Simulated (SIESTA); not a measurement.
The system is Co3N.

```
Co N
1.0
     4.54167    0.00000    0.00000
    -2.27084    3.93320    0.00000
     0.00000    0.00000    4.27554
Co N
6 2
Direct
  0.32365 0.00000 0.00000
  0.67635 0.67635 0.00000
  0.67635 0.00000 0.50000
  0.00000 0.32365 0.00000
  0.32365 0.32365 0.50000
  0.00000 0.67635 0.50000
  0.33333 0.66667 0.25000
  0.66667 0.33333 0.75000
```

The cell comes from a database or a generator and needn't be the stable form of this composition.

```yaml
Program: SIESTA 5.4.2
Task: single point
Functional: PBEsol
Potentials_or_basis: PseudoDojo 0.4 standard (PBEsol files)
Basis: DZP (energy shift 0.003 Ry; two zetas on semicore shells)
Grid_cutoff: 800 Ry
Energy_shift: 0.003 Ry
k_mesh: 7 × 7 × 6
Occupations: fermi-dirac, width 0.05 eV
Spin: collinear spin, ferromagnetic start
Starting_moments: "[2.0, 2.0, 2.0, 2.0, 2.0, 2.0, 0.0, 0.0] μB"
```

On this cell: pressure -7.3 GPa; largest force 0.136 eV/Å; net moment 5.49 μB per cell; site moments Co +0.93; N -0.03 μB; band gap on the k mesh none (metal or under the smearing width).

The same run follows on a disturbed copy (atoms moved at random, drawn with an rms of 0.05 Å):

```
Co N
1.0
     4.54167    0.00000    0.00000
    -2.27084    3.93320    0.00000
     0.00000    0.00000    4.27554
Co N
6 2
Direct
  0.31614 0.00096 0.00132
  0.69099 0.67651 0.99352
  0.68094 0.00602 0.49936
  0.99462 0.31411 0.98881
  0.32365 0.32328 0.49774
  0.00056 0.68120 0.49490
  0.34107 0.67418 0.22778
  0.66682 0.32768 0.74588
```

Q: What changes?

A: The energy (extrapolated to zero smearing) moves by +16.0 meV/atom; pressure -8.0 GPa; largest force 0.915 eV/Å; net moment 5.51 μB per cell; site moments Co +0.81, +0.87, +0.92, +1.04, +1.06; N -0.03, -0.04 μB; band gap on the k mesh none (metal or under the smearing width).

Forces on the atoms (eV/Å):
```
Co   0.545  0.252 -0.367
Co  -0.659 -0.261  0.210
Co  -0.234 -0.585 -0.626
Co   0.208  0.678  0.546
Co  -0.040  0.510 -0.318
Co   0.432 -0.349 -0.132
N    0.079 -0.503  0.761
N   -0.325  0.263 -0.072
```

Stress tensor (GPa, compression positive):
```
-8.23 -0.99  0.46
-0.99 -8.31  0.35
 0.46  0.35 -7.34
```

Caveats: short orbitals over semicore shells can move pressures by several GPa; the basis of atomic orbitals isn't converged, which shifts pressures, moduli and gaps.
